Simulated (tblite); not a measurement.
# C7H9FO: the cost of one run

Computed with tblite 0.8.0 and PySCF 2.14.0, with density-fitted response routines of our own, on a single molecule in the gas phase. Atoms count from 0, in the outputs and in this text.

## Step 1: The starting structure

18 atoms, charge 0, multiplicity 1; geometry from: force field or distance geometry start.

Bonds of the start (Å): C0–C1 1.35, C1–C2 1.47, C2–O3 1.22, C2–C4 1.51, C4–C5 1.50, C5–F6 1.36, C4–C7 1.53, C7–C8 1.51, C8–C4 1.53, C0–H9 1.08, C0–H10 1.08, C1–H11 1.09, C5–H12 1.09, C5–H13 1.10, C7–H14 1.09, C7–H15 1.07, C8–H16 1.09, C8–H17 1.08.

## Step 2: Relaxing the molecule with GFN2-xTB

The job: settings as JSON, then the geometry in Å.

```
{"job": {"kind": "relax", "xc": "GFN2-xTB", "basis": "xTB"}, "charge": 0, "multiplicity": 1}
C      3.041600    -0.022200     0.420600
C      1.714800     0.224200     0.507500
C      0.757800    -0.552600    -0.299400
O      1.062100    -1.455200    -1.061600
C     -0.685800    -0.155500    -0.130000
C     -1.400600    -0.783000     1.027400
F     -0.934500    -0.198000     2.168400
C     -1.103200     1.250700    -0.560300
C     -1.488900     0.068200    -1.409400
H      3.740500     0.534500     1.027400
H      3.422800    -0.775900    -0.256800
H      1.323600     0.965000     1.197100
H     -2.483600    -0.626700     1.004700
H     -1.193300    -1.857700     1.085000
H     -1.891000     1.752300     0.005900
H     -0.363000     1.925000    -0.947900
H     -2.535100    -0.223100    -1.425900
H     -0.992800    -0.063600    -2.364500
```

Launch:

```
$ OMP_NUM_THREADS=1 python probes_run.py task.json out
```

The driver reads the jobs from task.json and runs them one after another.

Q: Estimate the wall time and peak memory of this first job on 1 thread of Arm Neoverse N1, shared host.

About 1.1 s, with a peak of 0.18 GiB.
